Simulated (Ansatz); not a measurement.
# CH₇AlBFGe: one species, many methods

One table from this session's results is given with a row withheld; the runs are named, their logs left out.

Computed with Ansatz 0.2.0, Gaussian basis. Level: functionals in def2-TZVPP, the program's frozen cores in correlated methods.

Plan: PBE-D4, r2SCAN-D4, PBE0-D4, B3LYP-D4, ωB97X-V, ωB97M-V, B2PLYP; CCSD(T)/def2-TZVPP; MP2/def2-QZVPP; extrapolation to the limit.

### The geometry

An earlier PBE0-D4 in a triple-zeta def2 set relaxation fixed the geometry.

SMILES `FC[BH][GeH2][AlH2]`, 12 atoms, charge 0, spin multiplicity 1.

Atoms are counted from 1 here; the program's logs count them from 0.

Bond lengths: F1–C2 1.389 Å, C2–B3 1.551 Å, C2–H6 1.100 Å, C2–H7 1.102 Å, B3–Ge4 2.046 Å, B3–H8 1.195 Å, Ge4–Al5 2.484 Å, Ge4–H9 1.540 Å, Ge4–H10 1.545 Å, Al5–H11 1.587 Å, Al5–H12 1.588 Å. Angles: F1–C2–B3 115.4°, F1–C2–H6 107.9°, F1–C2–H7 108.0°, B3–C2–H6 111.6°, B3–C2–H7 108.3°, H6–C2–H7 105.0°, C2–B3–Ge4 120.2°, C2–B3–H8 120.2°, Ge4–B3–H8 119.6°, B3–Ge4–Al5 107.6°, B3–Ge4–H9 111.4°, B3–Ge4–H10 112.0°, Al5–Ge4–H9 109.8°, Al5–Ge4–H10 108.1°, H9–Ge4–H10 108.0°, Ge4–Al5–H11 121.1°, Ge4–Al5–H12 119.0°, H11–Al5–H12 119.9°.

Set-up of the first run:

in.yaml

```yaml
crystal:
  periodic: [false, false, false]
  atoms:
    - {symbol: F, position_ang: [0.947962, -2.335313, 2.085002]}
    - {symbol: C, position_ang: [0.326525, -1.151633, 1.709821]}
    - {symbol: B, position_ang: [1.005903, -0.382481, 0.547256]}
    - {symbol: Ge, position_ang: [0.093300, 1.254161, -0.275107]}
    - {symbol: Al, position_ang: [-1.102007, 0.498765, -2.316859]}
    - {symbol: H, position_ang: [-0.725862, -1.378218, 1.484324]}
    - {symbol: H, position_ang: [0.293945, -0.489746, 2.590709]}
    - {symbol: H, position_ang: [2.039471, -0.772587, 0.090935]}
    - {symbol: H, position_ang: [1.118957, 2.342217, -0.644304]}
    - {symbol: H, position_ang: [-0.943010, 1.881153, 0.684318]}
    - {symbol: H, position_ang: [-0.511488, 0.776413, -3.762969]}
    - {symbol: H, position_ang: [-2.466793, -0.297931, -2.159025]}
basis:
  gaussian: {orbitals: def2-TZVPP}
hamiltonian: {xc: pbe, dispersion: d4}
output: {forces: true, orbitals: {seedname: orbitals}}
```

Run with:

```bash
ansatz run in.yaml --threads 4 --pin off --events-out ev --progress --plain --max-ram 10444MiB
```

Among the steps run: PBE-D4 (GGA); r2SCAN-D4 (meta-GGA); PBE0-D4 (hybrid); B3LYP-D4 (hybrid); ωB97X-V (range-separated); ωB97M-V (range-separated); B2PLYP (double hybrid); CCSD(T) in def2-TZVPP; MP2 in def2-QZVPP.

One table of the session follows, with a row left open; its other results are not shown here.

It belongs to the step «Atomisation energies». 

```
            method  atomisation energy (kJ/mol)
            PBE-D4                       3729.2
         r2SCAN-D4                       3724.7
           PBE0-D4                       3688.7
          B3LYP-D4                       3692.7
           ωB97X-V                       3721.3
           ωB97M-V                       3695.5
            B2PLYP                       3650.4
     HF/def2-TZVPP                       2765.0
    MP2/def2-TZVPP                       3638.9
   CCSD/def2-TZVPP                       3575.3
CCSD(T)/def2-TZVPP                       3619.5
           MP2/CBS                            ?
       CCSD(T)/CBS                       3699.9
```

Estimate the missing values for MP2/CBS.

As computed: atomisation energy (kJ/mol): 3719.3. In the column «atomisation energy (kJ/mol)» it lies between CCSD(T)/CBS (3699.9) and ωB97X-V (3721.3).

To keep in mind: Free atoms (1 F, 1 C, 1 B, 1 Ge, 1 Al, 7 H) were run apart at each level; the atomisation energy is their sum less the molecule, without zero-point or spin-orbit terms.
